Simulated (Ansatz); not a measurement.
# Ge: response to strain

Ge is deformed so: zz strain of -2 %. What stress and forces result, by LAPW, PAW and all-electron datasets made for the crystal?

Computed with Ansatz 0.2.0 (DFT PBEsol, scalar-relativistic, unless a step's input says otherwise).

2 further runs of the same task are left out: 2 set aside as unsound or not needed.

## (1) The system as given

The structure is cubic, space group Fd-3m (No. 227). Conventional cell: a = 5.658 Å, b = 5.658 Å, c = 5.658 Å, α = 90.00°, β = 90.00°, γ = 90.00°. Around Ge (site symmetry -43m) lie 4 Ge at 2.45 Å.

Coordinates:

```
Ge
1.0
     0.00000    2.82877    2.82877
     2.82877    0.00000    2.82877
     2.82877    2.82877    0.00000
Ge
2
Direct
  0.50000 0.50000 0.50000
  0.75000 0.75000 0.75000
```

Atoms are numbered in the order of the input: Ge1, Ge2.

## (2) After the deformation

Space group Fd-3m before, I4_1/amd after.

## (3) All-electron LAPW

Input file input.yaml:

```yaml
crystal:
  lattice:
    - [0.0, 2.82877, 2.7721946]
    - [2.82877, 0.0, 2.7721946]
    - [2.82877, 2.82877, 0.0]
  atoms:
    - { symbol: Ge, position: [0.5, 0.5, 0.5] }
    - { symbol: Ge, position: [0.75, 0.75, 0.75] }
kpoints:
  mp_grid: { grid: [11, 11, 11] }
  band_path:
    path:
      - [0.0, 0.0, 0.0]
      - [0.0, 0.5, 0.5]
      - [0.25, 0.75, 0.5]
      - [0.0, 0.5, 0.0]
      - [0.0, 0.0, 0.0]
      - [0.5, 0.5, 0.0]
      - [0.3801541025, 0.6198458975, 0.0]
      - [-0.3801541025, 0.3801541025, 0.0]
      - [0.0, 0.0, 0.0]
    npoints: 5
scf:
  occupations: { method: fermi_dirac, width: 0.05 }
hamiltonian:
  xc: pbesol
  pseudopotentials: { kind: all_electron, lapw: { basis_error: 0.0005 } }
output:
  forces: true
  stress: true
  eigenvalues: true
```

On the command line:

```console
$ ansatz run input.yaml --threads 1 --pin off --max-ram 3072MiB --backend cpu --events-out ev --progress --plain --runs-dir out
```

## (4) Frozen-core PAW

Input file input.yaml:

```yaml
crystal:
  lattice:
    - [0.0, 2.82877, 2.7721946]
    - [2.82877, 0.0, 2.7721946]
    - [2.82877, 2.82877, 0.0]
  atoms:
    - { symbol: Ge, position: [0.5, 0.5, 0.5] }
    - { symbol: Ge, position: [0.75, 0.75, 0.75] }
kpoints:
  mp_grid: { grid: [11, 11, 11] }
scf:
  occupations: { method: fermi_dirac, width: 0.05 }
hamiltonian:
  xc: pbesol
  pseudopotentials: { kind: paw }
output:
  forces: true
  stress: true
  eigenvalues: true
  efg: { contact_densities: true }
```

## (5) All-electron PAW on datasets made for the crystal

input.yaml: that of step 4 with these lines changed.

```diff
@@ -14,3 +14,3 @@
   xc: pbesol
-  pseudopotentials: { kind: paw }
+  pseudopotentials: { kind: all_electron, datasets: crystal }
 output:
```

(Steps that only read results are left out.)

What does the calculation give? Wanted: pressure; largest shear or deviatoric stress.

The runs gave:

```
                                 quantity                                           value
                                 pressure  LAPW 2.13, PAW 2.14, crystal datasets 2.13 GPa
largest shear or deviatoric stress (LAPW)                                        0.94 GPa
```

Against the undeformed cell the largest change of stress is +2.41 GPa, in the zz component, with the atoms carried along and not relaxed. PAW: stress within 0.01 GPa of LAPW. Crystal datasets: stress within 0.01 GPa of LAPW.
